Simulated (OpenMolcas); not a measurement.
**Cr⁴⁺ among point charges: CASSCF and CASPT2 levels and susceptibility**

How does a field of 6 point charges split the states of Cr⁴⁺, and what χT follows?

The numbers are computed with OpenMolcas 26.06 (state-averaged CASSCF and CASPT2, spin-orbit coupling by RASSI with atomic mean-field integrals), except any that are marked as measured or tabulated.

### Step 1. What is computed

* Species: Cr⁴⁺ (chromium, Z = 24, 20 electrons)
* Basis: ANO-RCC-VDZP [5s4p2d1f], 34 functions
* Scalar Hamiltonian: DKH2, point nucleus
* Inactive shells: 1s 2s 2p 3s 3p
* Active space: 2 electrons in 5 orbitals (3d)
* Some configurations of this space: 3d2
* Orbitals: optimised for each spin and parity, averaged over all roots

The outer shells:

3d2
```
3d [↑ ][↑ ][  ][  ][  ]
```

The ion sits among 6 point charges of -2.2 e arranged as a trigonal antiprism (D3d), 1.68 Å from the ion, with a polar angle of 66.2° against the regular 54.74°.

Each step is its own input file, run in one work folder so that later steps find the files of earlier ones. Labels, J, g values, rates, χT and fits are worked out afterwards by a script from the matrices that RASSI stores. The input lists half of the charges; inversion (Group=XYZ) makes the rest.

### Step 2. GATEWAY and SEWARD: basis and integrals

Input file a.inp:

```
&GATEWAY
Coord
1

Cr 0.0 0.0 0.0
Basis=ANO-RCC-VDZP
Group=XYZ
NoMove
AngMom=0.0 0.0 0.0
AMFI
XField
3 Angstrom 0
0.000000 1.537488 0.677149 -2.200000
1.331504 -0.768744 0.677149 -2.200000
1.331504 0.768744 -0.677149 -2.200000
&SEWARD
```

Started as:

```
OMP_NUM_THREADS=1 MOLCAS_MEM=1689 MOLCAS_PROJECT=a pymolcas a.inp > a.log
```

### Step 3. CASSCF: triplets of even parity, 10 roots

Input file a.inp:

```
&RASSCF
FileOrb=start.orb
Symmetry=1
Spin=3
nActEl=2 0 0
Inactive=3 6
Ras2=5 0
CIRoot=10 10 1
SDav=10
CIMx=300
Iter=120 100
PrWF=0.3
OrbListing=Nothing
MaxOrb=0
>>> COPY $Project.JobIph JOB001
```

start.orb holds the contracted functions of the basis, ordered by shell, or the orbitals of the step before.

### Step 4. CASSCF: singlets of even parity, 15 roots

Input file a.inp:

```
&RASSCF
FileOrb=start.orb
Symmetry=1
Spin=1
nActEl=2 0 0
Inactive=3 6
Ras2=5 0
CIRoot=15 15 1
SDav=15
CIMx=300
Iter=120 100
PrWF=0.3
OrbListing=Nothing
MaxOrb=0
>>> COPY $Project.JobIph JOB002
```

### Step 5. State interaction with spin-orbit coupling

Input file a.inp:

```
&RASSI
NrOfJobIphs=2 10 15
1 2 3 4 5 6 7 8 9 10
1 2 3 4 5 6 7 8 9 10 11 12 13 14 15
IphNames
JOB001
JOB002
EJob
SpinOrbit
DIPRint=1.0
SOCoupling=1000.0
Subsets=2
Property=9
'ANGMOM' 1 'ANGMOM' 2 'ANGMOM' 3 'MLTPL  1' 1 'MLTPL  1' 2 'MLTPL  1' 3
'AMFI' 1 'AMFI' 2 'AMFI' 3
SOProperty=3
'ANGMOM' 1 'ANGMOM' 2 'ANGMOM' 3
```

### Step 6. CASPT2: IPEA 0.25, imaginary shift 0.1 (closed shells correlated: 3s 3p)

Input file a.inp:

```
>>> COPY JOB001 $Project.JobIph
&CASPT2
Multistate=10 1 2 3 4 5 6 7 8 9 10
NoMult
Frozen=2 3
IPEA=0.25
Imaginary=0.1
MaxIter=60
WThr=0.0 0.3 0.05
PrWF=0.5
NoMix
>>> COPY JOB002 $Project.JobIph
&CASPT2
Multistate=15 1 2 3 4 5 6 7 8 9 10 11 12 13 14 15
NoMult
Frozen=2 3
IPEA=0.25
Imaginary=0.1
MaxIter=60
WThr=0.0 0.3 0.05
PrWF=0.5
NoMix
```

(Steps that only read results are left out.)

Q: Predict the outcome of this session. Wanted: spin-free ground state; first state of the same spin within the active space; lowest level; next level.

The runs gave:

| quantity | value |
| --- | --- |
| method | SS-CASPT2, IPEA 0.25, imaginary shift 0.1 (closed shells correlated: 3s 3p) |
| spin-free ground state | 3E, 2-fold in its orbital part |
| first state of the same spin within the active space | 3A2 at 2440 cm⁻¹ |
| lowest level | 1-fold A1 |
| next level | 84.8 cm⁻¹ |
| χT at 300 K | 0.86 cm³ K/mol |
| effective moment at 300 K | 2.62 μB |

Cost by method:

```csv
method,time of its own steps,time with the reference
A. CASSCF,4.4 s,4.4 s
"B. SS-CASPT2, IPEA 0.25, imaginary shift 0.1, +3s 3p",1.5 s,5.9 s
```

Times are of one thread on a shared host.

What this shows: The spin-free ground state (3E) comes to 84 % from free-ion F terms and keeps the highest spin of the shell. χT at 300 K is 0.86, against 1.00 cm³ K/mol for the spin alone, so spin-orbit coupling lowers it. CASPT2 does not keep the components of a term degenerate, and the means are used. The field of point charges can differ much from that of real complexes. This is an electrostatic model: the charges have no orbitals.
